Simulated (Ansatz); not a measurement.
**CH₆ClFSi₂: up Jacob's ladder to CCSD(T)**

An exercise on one series of results from a longer session: the logs are not shown, and one member is left open.

Method: functionals in def2-TZVPP, the program's frozen cores in correlated methods; program: Ansatz 0.2.0, Gaussian basis.

Levels to be run: LDA (SPW92), PBE-D4, revPBE-D4, BLYP-D4, r2SCAN-D4, B97M-V, PBE0-D4, B3LYP-D4, r2SCANh-D4, r2SCAN0-D4, HSE06-D4, BHLYP-D4, CAM-B3LYP-D4, LC-ωPBE, ωB97X-V, ωB97M-V, B2PLYP, PBE-QIDH; CCSD(T)/def2-SVP; CCSD(T)/def2-TZVPP; MP2/def2-QZVPP; extrapolation to the limit; RPA on PBE.

## The geometry

The geometry comes from an earlier relaxation with PBE0-D4 in a triple-zeta def2 set; it is a stationary point, not always the lowest conformer.

SMILES `C[SiH](Cl)[SiH2]F`, 11 atoms, charge 0, spin multiplicity 1.

Atoms are counted from 1 here; the program's logs count them from 0.

Bond lengths: C1–Si2 1.861 Å, C1–H6 1.092 Å, C1–H7 1.092 Å, C1–H8 1.094 Å, Si2–Cl3 2.073 Å, Si2–Si4 2.345 Å, Si2–H9 1.486 Å, Si4–F5 1.609 Å, Si4–H10 1.485 Å, Si4–H11 1.487 Å. Angles: Si2–C1–H6 111.0°, Si2–C1–H7 110.6°, Si2–C1–H8 109.8°, H6–C1–H7 108.6°, H6–C1–H8 108.4°, H7–C1–H8 108.4°, C1–Si2–Cl3 109.7°, C1–Si2–Si4 113.7°, C1–Si2–H9 110.7°, Cl3–Si2–Si4 103.6°, Cl3–Si2–H9 106.9°, Si4–Si2–H9 111.7°, Si2–Si4–F5 110.1°, Si2–Si4–H10 111.3°, Si2–Si4–H11 110.2°, F5–Si4–H10 108.0°, F5–Si4–H11 107.8°, H10–Si4–H11 109.3°.

As a file:

| atom | x (Å) | y (Å) | z (Å) |
| --- | --- | --- | --- |
| C1 | -1.2493 | -0.8014 | 0.9468 |
| Si2 | 0.3856 | 0.0594 | 0.7206 |
| Cl3 | 1.9321 | -1.2750 | 1.0748 |
| Si4 | 0.7738 | 0.7863 | -1.4745 |
| F5 | -0.3836 | 1.8063 | -1.9316 |
| H6 | -1.3455 | -1.6436 | 0.2588 |
| H7 | -1.3489 | -1.1741 | 1.9686 |
| H8 | -2.0666 | -0.1013 | 0.7527 |
| H9 | 0.5355 | 1.1662 | 1.7013 |
| H10 | 2.0771 | 1.4897 | -1.5880 |
| H11 | 0.7553 | -0.3696 | -2.4091 |

Set-up of the first run:

in.yaml reads:

```yaml
crystal:
  periodic: [false, false, false]
  atoms:
    - {symbol: C, position_ang: [-1.249313, -0.801434, 0.946803]}
    - {symbol: Si, position_ang: [0.385555, 0.059396, 0.720619]}
    - {symbol: Cl, position_ang: [1.932089, -1.274989, 1.074834]}
    - {symbol: Si, position_ang: [0.773844, 0.786310, -1.474452]}
    - {symbol: F, position_ang: [-0.383555, 1.806302, -1.931557]}
    - {symbol: H, position_ang: [-1.345530, -1.643587, 0.258829]}
    - {symbol: H, position_ang: [-1.348949, -1.174061, 1.968573]}
    - {symbol: H, position_ang: [-2.066629, -0.101258, 0.752709]}
    - {symbol: H, position_ang: [0.535498, 1.166211, 1.701316]}
    - {symbol: H, position_ang: [2.077088, 1.489686, -1.588050]}
    - {symbol: H, position_ang: [0.755302, -0.369577, -2.409125]}
basis:
  gaussian: {orbitals: def2-TZVPP}
hamiltonian: {xc: lda}
output: {orbitals: {seedname: orbitals}}
```

On the command line:

```console
$ ansatz run in.yaml --threads 4 --pin off --events-out ev --progress --plain --max-ram 10444MiB
```

Among the steps run: LDA; PBE-D4 (GGA); revPBE-D4 (GGA); BLYP-D4 (GGA); r2SCAN-D4 (meta-GGA); B97M-V (meta-GGA); B3LYP-D4 (hybrid); r2SCANh-D4 (hybrid); r2SCAN0-D4 (hybrid); HSE06-D4 (hybrid); BHLYP-D4 (hybrid); CAM-B3LYP-D4 (range-separated); LC-ωPBE (range-separated); ωB97X-V (range-separated); ωB97M-V (range-separated); B2PLYP (double hybrid); PBE-QIDH (double hybrid).

One of the session's tables, all rows but one given; the rest of the session is left out.

It belongs to the step «Orbital energies across the functionals». 

| functional | HOMO (eV) | gap (eV) |
| --- | --- | --- |
| LDA (SPW92) | -6.89 | 4.88 |
| PBE-D4 | -6.80 | 5.05 |
| revPBE-D4 | -6.76 | 5.13 |
| BLYP-D4 | -6.69 | 5.12 |
| r2SCAN-D4 | -7.09 | 5.64 |
| B97M-V | -7.19 | 5.59 |
| PBE0-D4 | -8.02 | 7.13 |
| B3LYP-D4 | -7.83 | 6.77 |
| r2SCANh-D4 | -7.54 | 6.38 |
| r2SCAN0-D4 | -8.20 | 7.49 |
| HSE06-D4 | ? | ? |
| BHLYP-D4 | -9.16 | 9.22 |
| CAM-B3LYP-D4 | -9.34 | 9.51 |
| LC-ωPBE | -10.62 | 11.94 |
| ωB97X-V | -10.31 | 11.50 |
| ωB97M-V | -10.07 | 10.97 |

Estimate the missing values for HSE06-D4.

As computed: HOMO (eV): -7.63; gap (eV): 6.36. In the column «HOMO (eV)» it lies between B3LYP-D4 (-7.83) and r2SCANh-D4 (-7.54).
